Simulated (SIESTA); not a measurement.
The system is NbRu3C.

```
Ru Nb C
1.0
     4.06514    0.00000    0.00000
     0.00000    4.06514    0.00000
     0.00000    0.00000    4.06514
Ru Nb C
3 1 1
Direct
  0.50000 0.50000 0.00000
  0.50000 0.00000 0.50000
  0.00000 0.50000 0.50000
  0.00000 0.00000 0.00000
  0.50000 0.50000 0.50000
```

The cell comes from a database or a generator and needn't be the stable form of this composition.

Base run:

* Program: SIESTA 5.4.2
* Functional: PBEsol
* Potentials or basis: PseudoDojo 0.4 standard (PBEsol files)
* Basis: SZP (energy shift 0.003 Ry)
* Grid cutoff: 800 Ry
* Energy shift: 0.003 Ry
* k mesh: 7 × 7 × 7
* Occupations: fermi-dirac, width 0.05 eV
* Spin: no spin polarisation

Its results: band gap on the k mesh none (metal or under the smearing width); pressure -5.3 GPa.

Q: The run is repeated on the same cell with these changes: basis from SZP (energy shift 0.003 Ry) to DZP (energy shift 0.003 Ry; two zetas on semicore shells). What comes out?

A: Band gap on the k mesh none (metal or under the smearing width); pressure -7.7 GPa.

Caveats: the basis of atomic orbitals isn't converged, which shifts pressures, moduli and gaps.
